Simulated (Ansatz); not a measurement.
I need a rigid scan of one bond angle of FH₂O₂Si, SMILES O[Si](O)F. Use Ansatz 0.2.0, Python API. Level of theory (for the species named): CAM-B3LYP, cc-pVDZ basis, multiplicity 2.

```xyz
6

O    -0.5478    1.2996   -0.5040
Si    0.5495    0.1537   -0.5221
O     0.7913   -0.2854    1.0361
F    -0.0464   -1.1153   -1.2081
H    -1.4099    1.1020   -0.0665
H     0.7053   -1.2187    1.2185
```

Script `fh2o2si.py`:
```python
import warnings

import ansatz as az
from ase import Atoms

warnings.simplefilter("ignore", az.DeckWarning)

atoms = Atoms(["O", "Si", "O", "F", "H", "H"], positions=[
    (-0.5478, 1.2996, -0.504),
    (0.5495, 0.1537, -0.5221),
    (0.7913, -0.2854, 1.0361),
    (-0.0464, -1.1153, -1.2081),
    (-1.4099, 1.102, -0.0665),
    (0.7053, -1.2187, 1.2185),
])

first = (
    az.Crystal.molecule_from_ase(atoms).calculation()
    .basis(gaussian="cc-pVDZ")
    .functional("CAM-B3LYP")
    .spin("collinear", total=1)
    .relax(force_tolerance=0.02, max_steps=80)
)
atoms.positions = first.run(threads=1, pin="off").report["positions_ang"]

rows = []
for angle in [90, 100, 110, 120, 135, 150, 165, 179]:
    bent = atoms.copy()
    bent.set_angle(1, 2, 5, angle, indices=[5])
    base = (
        az.Crystal.molecule_from_ase(bent).calculation()
        .basis(gaussian="cc-pVDZ")
        .functional("CAM-B3LYP")
        .spin("collinear", total=1)
    )
    rows.append((angle, base.run(threads=1, pin="off").report["free_energy_ev"]))
floor = min(e for _, e in rows)
for angle, e in rows:
    print(f"angle Si1-O2-H5 = {angle:3d} deg   {1000 * (e - floor):9.1f} meV")
```

`python fh2o2si.py` gives:
```text
angle Si1-O2-H5 =  90 deg       290.7 meV
angle Si1-O2-H5 = 100 deg        94.9 meV
angle Si1-O2-H5 = 110 deg         7.1 meV
angle Si1-O2-H5 = 120 deg         0.0 meV
angle Si1-O2-H5 = 135 deg        87.8 meV
angle Si1-O2-H5 = 150 deg       227.6 meV
angle Si1-O2-H5 = 165 deg       356.0 meV
angle Si1-O2-H5 = 179 deg       424.8 meV
```

Reading the output:
- The scan is rigid, and the energies are electronic, in a modest basis. The zero is the lowest point of the grid, which needn't be the minimum.
- The species is open-shell (spin multiplicity 2).
- Hardware and time: 90 s on 1 thread of Intel(R) Xeon(R) 6975P-C (Granite Rapids), on a shared host, peak memory 0.27 GiB.

(Lines on the test bed's own set-up are left out of the output.)
